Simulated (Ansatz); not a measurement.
**C2H10OSi2: up Jacob's ladder to CCSD(T)**

One table from this session's results is given with a row withheld; the runs are named, their logs left out.

Computed with Ansatz 0.2.0, Gaussian basis. Level: functionals in def2-TZVPP, the program's frozen cores in correlated methods.

Plan: PBE-D4, r2SCAN-D4, PBE0-D4, B3LYP-D4, ωB97X-V, ωB97M-V, B2PLYP; CCSD(T)/def2-TZVPP; MP2/def2-QZVPP; extrapolation to the limit.

**The geometry**

An earlier PBE0-D4 in a triple-zeta def2 set relaxation fixed the geometry.

SMILES `CO[SiH](C)[SiH3]`, 15 atoms, charge 0, spin multiplicity 1.

Atoms are counted from 1 here; the program's logs count them from 0.

Bond lengths: C1–O2 1.407 Å, C1–H6 1.096 Å, C1–H7 1.097 Å, C1–H8 1.092 Å, O2–Si3 1.651 Å, Si3–C4 1.870 Å, Si3–Si5 2.341 Å, Si3–H9 1.497 Å, C4–H10 1.092 Å, C4–H11 1.093 Å, C4–H12 1.094 Å, Si5–H13 1.490 Å, Si5–H14 1.489 Å, Si5–H15 1.488 Å. Angles: O2–C1–H6 111.5°, O2–C1–H7 111.6°, O2–C1–H8 108.4°, H6–C1–H7 108.5°, H6–C1–H8 108.3°, H7–C1–H8 108.4°, C1–O2–Si3 122.7°, O2–Si3–C4 112.1°, O2–Si3–Si5 105.7°, O2–Si3–H9 109.0°, C4–Si3–Si5 111.9°, C4–Si3–H9 107.8°, Si5–Si3–H9 110.3°, Si3–C4–H10 111.3°, Si3–C4–H11 111.3°, Si3–C4–H12 110.0°, H10–C4–H11 108.4°, H10–C4–H12 108.1° and more.

As a file:

```xyz
15
charge 0, multiplicity 1
C    -1.8088    1.0057    1.2528
O    -0.8629    1.0072    0.2106
Si    0.4382   -0.0091    0.1844
C    -0.0740   -1.8029    0.0544
Si    1.7312    0.6660   -1.6460
H    -2.4175    0.0942    1.2422
H    -1.3274    1.0913    2.2348
H    -2.4715    1.8625    1.1180
H     1.2106    0.1563    1.4562
H    -0.6524   -1.9848   -0.8544
H    -0.6780   -2.1067    0.9135
H     0.8113   -2.4446    0.0287
H     2.9563   -0.1784   -1.7311
H     0.9721    0.5053   -2.9168
H     2.1509    2.0874   -1.5181
```

The first run:

in.yaml

```yaml
crystal:
  periodic: [false, false, false]
  atoms:
    - {symbol: C, position_ang: [-1.808753, 1.005697, 1.252774]}
    - {symbol: O, position_ang: [-0.862875, 1.007154, 0.210556]}
    - {symbol: Si, position_ang: [0.438183, -0.009101, 0.184378]}
    - {symbol: C, position_ang: [-0.074016, -1.802874, 0.054415]}
    - {symbol: Si, position_ang: [1.731211, 0.666010, -1.646002]}
    - {symbol: H, position_ang: [-2.417525, 0.094151, 1.242212]}
    - {symbol: H, position_ang: [-1.327388, 1.091272, 2.234797]}
    - {symbol: H, position_ang: [-2.471462, 1.862535, 1.118044]}
    - {symbol: H, position_ang: [1.210559, 0.156319, 1.456240]}
    - {symbol: H, position_ang: [-0.652363, -1.984847, -0.854362]}
    - {symbol: H, position_ang: [-0.678049, -2.106672, 0.913518]}
    - {symbol: H, position_ang: [0.811270, -2.444582, 0.028703]}
    - {symbol: H, position_ang: [2.956339, -0.178433, -1.731089]}
    - {symbol: H, position_ang: [0.972058, 0.505277, -2.916756]}
    - {symbol: H, position_ang: [2.150912, 2.087393, -1.518131]}
basis:
  gaussian: {orbitals: def2-TZVPP}
hamiltonian: {xc: pbe, dispersion: d4}
output: {forces: true, orbitals: {seedname: orbitals}}
```

Run with:

```console
> ansatz run in.yaml --threads 2 --pin off --events-out ev --progress --plain --max-ram 32768MiB --backend cuda --devices 0, --max-vram 18GiB
```

Among the steps run: PBE-D4 (GGA); r2SCAN-D4 (meta-GGA); PBE0-D4 (hybrid); B3LYP-D4 (hybrid); ωB97X-V (range-separated); ωB97M-V (range-separated); B2PLYP (double hybrid); CCSD(T) in def2-TZVPP; MP2 in def2-QZVPP.

One table of the session follows, with a row left open; its other results are not shown here.

| method | atomisation energy (kJ/mol) |
| --- | --- |
| PBE-D4 | 5289.0 |
| r2SCAN-D4 | 5270.8 |
| PBE0-D4 | 5242.0 |
| B3LYP-D4 | 5268.1 |
| ωB97X-V | 5292.9 |
| ωB97M-V | 5274.8 |
| B2PLYP | 5204.6 |
| HF/def2-TZVPP | ? |
| MP2/def2-TZVPP | 5165.3 |
| CCSD/def2-TZVPP | 5092.7 |
| CCSD(T)/def2-TZVPP | 5147.9 |
| MP2/CBS | 5291.7 |
| CCSD(T)/CBS | 5274.3 |

Estimate the missing values for HF/def2-TZVPP.

**Answer.** atomisation energy (kJ/mol): 3965.5. In the column «atomisation energy (kJ/mol)» it is the lowest.

Among the levels timed on like hardware and quicker than the yardstick, those that no quicker one beats, quickest first: PBE-D4 (4.6 s, +14.7 kJ/mol); r2SCAN-D4 (6 s, -3.5 kJ/mol); ωB97M-V (9.5 s, +0.5 kJ/mol). Runs this short are mostly start-up, so their order is noise.

B2PLYP carry no dispersion term (for B3LYP, D4 adds 49.8 kJ/mol).
